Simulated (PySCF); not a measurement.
# Ce2S3: other functionals and bases at one geometry

An exercise on one series of results from a longer session: the logs are not shown, and one member is left open.

Computed with PySCF 2.14.0. Level: several levels, as the steps say, no spin–orbit coupling.

3 further runs of the same task are left out: 1 for a known fault of the program, 1 that didn't finish, 1 set aside as unsound or not needed. Runs told in other sessions of the task aren't counted.

### Starting geometry

5 atoms, charge 0, spin multiplicity 1.

Bond lengths: Ce1–S3 2.677 Å, Ce1–S4 2.419 Å, Ce2–S3 2.677 Å, Ce2–S5 2.419 Å. Angles: S3–Ce1–S4 115.7°, S3–Ce2–S5 115.7°, Ce1–S3–Ce2 135.7°.

Geometry (Å):

```
Ce    0.30241   -0.60806    2.47954
Ce    0.30241   -0.60806   -2.47954
S     0.75151   -1.51104    0.00000
S    -0.77286    1.55397    2.63156
S    -0.77286    1.55397   -2.63156
```

Formal oxidation states: Ce +3. Each metal's 1 4f electrons lie in its core potential, so multiplicities, spins and levels count the valence alone. An earlier session relaxed this geometry at r2SCAN, Ce lcecp-1-SVP with ECP47, S def2-SVP (singlet, point group C2v).

At r2SCAN on the finer grid: E = -1258.826882 Eh, HOMO -4.62 eV, LUMO -2.31 eV, Mulliken charge on Ce1 +0.71 e, largest force component 0.024 eV/Å. 

Levels to run: revPBE; B3LYP; wB97X; M06-L; r2SCAN, TZVP. Hardware: 2 threads of Arm Neoverse V1, shared host.

Set-up of the first run:

run.py (the lines that set the calculation) reads:

```python
mol = gto.M(atom='''
Ce     0.30241    -0.60806     2.47954
Ce     0.30241    -0.60806    -2.47954
S      0.75151    -1.51104     0.00000
S     -0.77286     1.55397     2.63156
S     -0.77286     1.55397    -2.63156''',
    basis={'Ce': 'lcecp-1-SVP', 'S': 'def2-SVP'},
    ecp={'Ce': 'lcecp-1-SVP'},
    charge=0, spin=0)
mf = dft.RKS(mol, xc='PBE_R,PBE')
mf.grids.atom_grid = (75, 302)  # f atoms: unpruned, at least (60, 302)
mf = mf.density_fit()  # fitting sets: Ce AutoAux, S def2-universal-JKFIT
mf.conv_tol = 1e-08; mf.max_cycle = 55
mf.kernel(dm0)  # dm0: the density of the relaxed state
```

On the command line:

```console
$ OMP_NUM_THREADS=2 python run.py
```

Steps of the session up to this table: revPBE; B3LYP; wB97X; M06-L; r2SCAN, TZVP.

One of the session's tables, all rows but one given; the rest of the session is left out.

```
                level  HOMO (eV)  gap (eV)  charge on Ce1 (e)  dipole (D)  largest force component (eV/Å)
r2SCAN (relaxed here)      -4.62      2.31               0.71       12.08                            0.02
               revPBE          ?         ?                  ?           ?                               ?
                B3LYP      -5.17      2.78               0.64       11.90                            0.11
                wB97X      -7.45      6.94               0.74       13.46                            0.57
                M06-L      -4.42      2.59               0.87       12.44                            0.16
         r2SCAN, TZVP      -4.60      2.31               1.08       12.64                            0.11
```

Q: Estimate the row for revPBE from the others.

**Answer.** HOMO (eV): -4.42; gap (eV): 1.77; charge on Ce1 (e): 0.62; dipole (D): 11.26; largest force component (eV/Å): 0.18.

In one basis the HOMO–LUMO gap runs from 1.77 eV (revPBE) to 6.94 eV (wB97X). The largest leftover force, 0.57 eV/Å with wB97X, stands at a geometry relaxed at another level. With 4f in the core, its levels are missing from HOMO and gap, and its count is fixed, so no charge can pass from the ligands into it. Total energies of different levels can't be compared.
